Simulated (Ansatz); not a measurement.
# Si9C3N8: the cost of one run

Method: DFT PBE, scalar-relativistic, plane waves, PAW, in Ansatz 0.2.0.

**1. The system as given**

The cell holds 20 atoms (C3N8Si9): a = 6.543 Å, b = 5.881 Å, c = 6.253 Å, α = 90.57°, β = 90.94°, γ = 91.95°.

It is the last frame of an earlier stage of the same melt, run at 4000 K.

Coordinates:

```xyz
20
Lattice="6.5417 -0.1058 -0.0529 -0.1058 5.8803 -0.0308 -0.0529 -0.0308 6.2531" Properties=species:S:1:pos:R:3 pbc="T T T"
Si    4.3288    3.9827    5.2588
Si    4.6102    5.2464    2.5025
Si   -0.0227    5.2290    5.6130
Si    1.9085    5.8237    1.6546
Si    2.8919    3.0213    0.6682
Si    2.2330    4.7353    3.7762
Si    4.2047    2.0881    2.9916
Si   -0.0400    1.4120    2.7446
Si    5.7630    3.0815    1.2140
C     1.1449    4.2609    0.6771
C     1.5001    2.6820    4.9964
C     5.9721    2.0455    5.5980
N     0.3686    2.3746    4.5403
N     3.0434    3.4801    3.0519
N     3.0603    1.4701    1.8235
N     0.5532    5.5159    3.9978
N     4.0404    5.3398    4.2937
N     6.3125    1.0378   -0.0389
N     4.6044    2.5216    4.7428
N     3.8016    4.4798    0.5519
```

**2. A single point on the frame at 4000 K**

The electrons keep the Fermi-Dirac width of that temperature.

input.yaml reads:

```yaml
crystal:
  lattice:
    - [6.541727, -0.105804, -0.052875]
    - [-0.105804, 5.880345, -0.030814]
    - [-0.052875, -0.030814, 6.25313]
  atoms:
    - { symbol: Si, position: [0.6798189872, 0.6939854634, 0.8501552936] }
    - { symbol: Si, position: [0.7227361865, 0.9073480534, 0.4107843309] }
    - { symbol: Si, position: [0.0182934552, 0.8942972531, 0.9021945201] }
    - { symbol: Si, position: [0.310070532, 0.9973784091, 0.2721364344] }
    - { symbol: Si, position: [0.4514308491, 0.5225085371, 0.1132530572] }
    - { symbol: Si, position: [0.3594650684, 0.8149366928, 0.6109525774] }
    - { symbol: Si, position: [0.6526537345, 0.369384635, 0.4857594431] }
    - { symbol: Si, position: [0.001364293, 0.2424456938, 0.4401280655] }
    - { symbol: Si, position: [0.8913603984, 0.5411460342, 0.2043517658] }
    - { symbol: C, position: [0.1877117572, 0.7285720124, 0.1134514248] }
    - { symbol: C, position: [0.2433190653, 0.4646759321, 0.8033726945] }
    - { symbol: C, position: [0.9262154709, 0.3692624041, 0.904881778] }
    - { symbol: "N", position: [0.0688448137, 0.4088753947, 0.7286813991] }
    - { symbol: "N", position: [0.4789800949, 0.6030248109, 0.4950750433] }
    - { symbol: "N", position: [0.4744143087, 0.2600944846, 0.2969151071] }
    - { symbol: "N", position: [0.1050354373, 0.9432988512, 0.6448601953] }
    - { symbol: "N", position: [0.6381982961, 0.9232031449, 0.6965873459] }
    - { symbol: "N", position: [0.9681148938, 0.1939161017, 0.0029163957] }
    - { symbol: "N", position: [0.7172637741, 0.44574133, 0.7667223546] }
    - { symbol: "N", position: [0.5944245095, 0.7730326759, 0.0970917581] }
basis:
  ecutwfc: 420
kpoints:
  mp_grid: { grid: [4, 4, 4] }
hamiltonian:
  xc: pbe
scf:
  occupations: { method: fermi_dirac, width: 0.3447 }
output:
  forces: true
  stress: true
  eigenvalues: true
  populations: true
  write_density: true
  write_potential: true
  elf: true
  volumetric_format: npy
```

Command:

```console
ansatz run input.yaml --threads 2 --pin off --max-ram 5120MiB --backend cpu --events-out ev --progress --plain --runs-dir out
```

What time and memory should one allow on 2 threads of Arm Neoverse V1, shared host?

About 48 s, with a peak of 0.75 GiB.
